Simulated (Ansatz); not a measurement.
# KHgF2: the cost of one run

Program: Ansatz 0.2.0. Level of theory: DFT PBE, scalar-relativistic, plane waves, PAW. These are calculated values, not measurements.

1 further run of the same task is left out (it didn't finish).

## 1. The system as given

The structure is tetragonal, space group P4/mmm (No. 123). Conventional cell: a = 4.189 Å, b = 4.189 Å, c = 4.035 Å, α = 90.00°, β = 90.00°, γ = 90.00°. Around K (site symmetry 4/mmm) lie 8 F at 2.91 Å. Hg (site symmetry 4/mmm) has 4 F at 2.09 Å as nearest neighbours. Around F (site symmetry mmm) lie 2 Hg at 2.09 Å and 4 K at 2.91 Å.

Coordinates:

```xyz
4
Lattice="4.1890 0.0000 0.0000 0.0000 4.1890 0.0000 0.0000 0.0000 4.0351" Properties=species:S:1:pos:R:3 pbc="T T T"
K     2.0945    2.0945    2.0175
Hg    0.0000    0.0000    0.0000
F     2.0945    0.0000    0.0000
F     0.0000    2.0945    0.0000
```

The cell is invented: perovskite family, infinite layers (P4/mmm, No. 123). Its size is a rough estimate.

## 2. A first look at the guess

Contents of input.yaml:

```yaml
crystal:
  lattice:
    - [4.18899744, 0.0, 0.0]
    - [0.0, 4.18899744, 0.0]
    - [0.0, 0.0, 4.03508276]
  atoms:
    - { symbol: K, position: [0.5, 0.5, 0.5] }
    - { symbol: Hg, position: [0.0, 0.0, 0.0] }
    - { symbol: F, position: [0.5, 0.0, 0.0] }
    - { symbol: F, position: [0.0, 0.5, 0.0] }
basis:
  ecutwfc: 420
kpoints:
  mp_grid: { grid: [4, 4, 4] }
hamiltonian:
  xc: pbe
scf:
  occupations: { method: gaussian, width: 0.1 }
  lower_state_search: "off"
output:
  forces: true
  stress: true
  eigenvalues: true
```

Started as:

```bash
ansatz run input.yaml --threads 1 --pin off --max-ram 2048MiB --backend cpu --events-out ev --progress --plain --runs-dir out
```

Q: Estimate wall time and peak memory on 1 thread of Intel Xeon 6975P-C (Granite Rapids), shared host.

About 1 s, with a peak of 0.4 GiB.
